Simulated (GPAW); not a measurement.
In3Se:

```xyz
4
Lattice="4.8038 0.0000 0.0000 0.0000 4.8038 0.0000 0.0000 0.0000 4.8038" Properties=species:S:1:pos:R:3 pbc="T T T"
In    2.4019    2.4019    0.0000
In    2.4019    0.0000    2.4019
In    0.0000    2.4019    2.4019
Se    0.0000    0.0000    0.0000
```

The cell comes from a database or a generator and needn't be the stable form of this composition.

Base run:

- Program: GPAW 26.7.0
- Functional: LDA
- Potentials or basis: the program's PAW data sets (release 1.2.1) made for this functional
- Cutoff: 600 eV
- Basis: pw
- k mesh: 6 × 6 × 6
- Occupations: fermi-dirac, width 0.05 eV
- Spin: no spin polarisation

Its results: pressure -4.5 GPa.

Question: The run is repeated on the same cell with these changes: functional from LDA to r2SCAN; potentials or basis from the program's PAW data sets (release 1.2.1) made for this functional to GPAW PAW data sets (gpaw-data 1.2.1). What comes out?

Answer: Pressure -1.4 GPa.

Caveats: the PAW data sets were made with another functional, which shifts forces and pressure a little (some runs).
